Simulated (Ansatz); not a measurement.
# ClGaH6NOSi: the cost of one run

Program: Ansatz 0.2.0. Level of theory: UKS PBE/def2-SVP. These are calculated values, not measurements.

**1. Starting point**

Bond lengths: Ga1–Cl2 2.490 Å, Ga1–O3 1.790 Å, O3–H4 1.010 Å, Ga1–N5 1.930 Å, N5–H6 1.060 Å, N5–H7 1.060 Å, Cl2–Si8 2.430 Å, Si8–H9 1.460 Å, Si8–H10 1.460 Å, Si8–H11 1.460 Å. Angles: Ga1–Cl2–Si8 180.0°, Cl2–Ga1–O3 120.0°, Cl2–Ga1–N5 120.0°, O3–Ga1–N5 120.0°, Ga1–O3–H4 109.5°, Ga1–N5–H6 120.0°, Ga1–N5–H7 120.0°, H6–N5–H7 120.0°, Cl2–Si8–H9 109.5°, Cl2–Si8–H10 109.5°, Cl2–Si8–H11 109.5°, H9–Si8–H10 109.4°, H9–Si8–H11 109.4°, H10–Si8–H11 109.4°.

Coordinates:

```xyz
11

Ga    0.0000    0.0000    0.0000
Cl    0.0000    0.0000    2.4900
O     1.5501    0.0000   -0.8950
H     1.8500   -0.9519   -1.0499
N    -1.6714    0.0000   -0.9650
H    -2.3403   -0.8164   -0.8664
H    -1.9204    0.8164   -1.5936
Si    0.0000    0.0000    4.9200
H    -0.7436   -1.1581    5.4074
H     1.3747   -0.0649    5.4074
H    -0.6311    1.2230    5.4074
```

**2. Pulling towards end A**

Springs on the bonds that form and break draw the guess towards this end; the thresholds are loose.

File input.yaml:

```yaml
crystal:
  periodic: [false, false, false]
  atoms:
    - { symbol: Ga, position_ang: [0.0, 0.0, 0.0] }
    - { symbol: Cl, position_ang: [0.0, 0.0, 2.49] }
    - { symbol: O, position_ang: [1.5501, 0.0, -0.895] }
    - { symbol: H, position_ang: [1.85, -0.9519, -1.0499] }
    - { symbol: "N", position_ang: [-1.6714, 0.0, -0.965] }
    - { symbol: H, position_ang: [-2.3403, -0.8164, -0.8664] }
    - { symbol: H, position_ang: [-1.9204, 0.8164, -1.5936] }
    - { symbol: Si, position_ang: [0.0, 0.0, 4.92] }
    - { symbol: H, position_ang: [-0.7436, -1.1581, 5.4074] }
    - { symbol: H, position_ang: [1.3747, -0.0649, 5.4074] }
    - { symbol: H, position_ang: [-0.6311, 1.223, 5.4074] }
magnetization:
  spin_polarized: true
  initial_magnetization: 1
basis:
  gaussian: { orbitals: def2-SVP }
hamiltonian:
  xc: pbe
relax:
  f_tol: 0.15
  max_steps: 25
  restrain:
    - { distance: [1, 7], at: 3.33, k: 30.0 }
    - { distance: [0, 1], at: 2.24, k: 30.0 }
```

The run is started by

```console
$ ansatz run input.yaml --threads 4 --pin off --max-ram 5120MiB --backend cpu --events-out ev --progress --plain --runs-dir out
```

**Question.** How long does this run take on 4 threads of Intel Xeon Platinum 8259CL at 2.50GHz (Skylake/Cascade Lake), shared host, and how much memory does it need?

About 38 s, with a peak of 0.25 GiB.
